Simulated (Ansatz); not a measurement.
# CH₃BO₂S: basis-set convergence

How large a basis does CH₃BO₂S need? Two functionals are run in growing sets.

Method: one geometry, several basis sets; program: Ansatz 0.2.0, Gaussian basis.

Plan: PBE0-D4/def2-SVP; ωB97M-V/def2-SVP; PBE0-D4/def2-QZVPP; ωB97M-V/def2-QZVPP; the functionals' def2-TZVPP values are taken from earlier runs.

### 1 The geometry

An earlier PBE0-D4 in a triple-zeta def2 set relaxation fixed the geometry.

8 atoms, charge 0, spin multiplicity 1.

Atoms are counted from 1 here; the program's logs count them from 0.

Bond lengths: O1–C2 1.202 Å, C2–O3 1.348 Å, C2–B4 1.607 Å, O3–H7 0.964 Å, B4–S5 1.747 Å, B4–H8 1.194 Å, S5–H6 1.353 Å. Angles: O1–C2–O3 119.5°, O1–C2–B4 123.5°, O3–C2–B4 116.9°, C2–O3–H7 109.2°, C2–B4–S5 117.7°, C2–B4–H8 122.6°, S5–B4–H8 119.8°, B4–S5–H6 93.8°.

### 2 PBE0-D4 in def2-SVP

Input file in.yaml:

```yaml
crystal:
  periodic: [false, false, false]
  atoms:
    - {symbol: O, position_ang: [0.135113, 1.557207, 0.692605]}
    - {symbol: C, position_ang: [0.447485, 0.411315, 0.510087]}
    - {symbol: O, position_ang: [1.500553, -0.104889, 1.175559]}
    - {symbol: B, position_ang: [-0.326636, -0.570187, -0.499866]}
    - {symbol: S, position_ang: [-1.695075, 0.077283, -1.371890]}
    - {symbol: H, position_ang: [-1.586180, 1.304873, -0.812447]}
    - {symbol: H, position_ang: [1.617143, -1.026369, 0.918399]}
    - {symbol: H, position_ang: [-0.000204, -1.706333, -0.668247]}
basis:
  gaussian: {orbitals: def2-SVP}
hamiltonian: {xc: pbe0, dispersion: d4}
output: {orbitals: {seedname: orbitals}}
```

On the command line:

```sh
$ ansatz run in.yaml --threads 2 --pin off --events-out ev --progress --plain --max-ram 4352MiB
```

After this run come: ωB97M-V in def2-SVP; PBE0-D4 in def2-QZVPP; ωB97M-V in def2-QZVPP.

Before running them: what should the planned runs give, taken together? Wanted: PBE0-D4: double and triple zeta above quadruple; ωB97M-V: double and triple zeta above quadruple.

The runs gave:

```
                                       quantity           value
PBE0-D4: double and triple zeta above quadruple  11.18, 0.64 eV
ωB97M-V: double and triple zeta above quadruple  11.33, 0.61 eV
```

PBE0-D4 gains 10.54 eV from double to triple zeta, then 0.64 eV more. Total energies overstate the basis error of differences, where much of it tends to cancel.
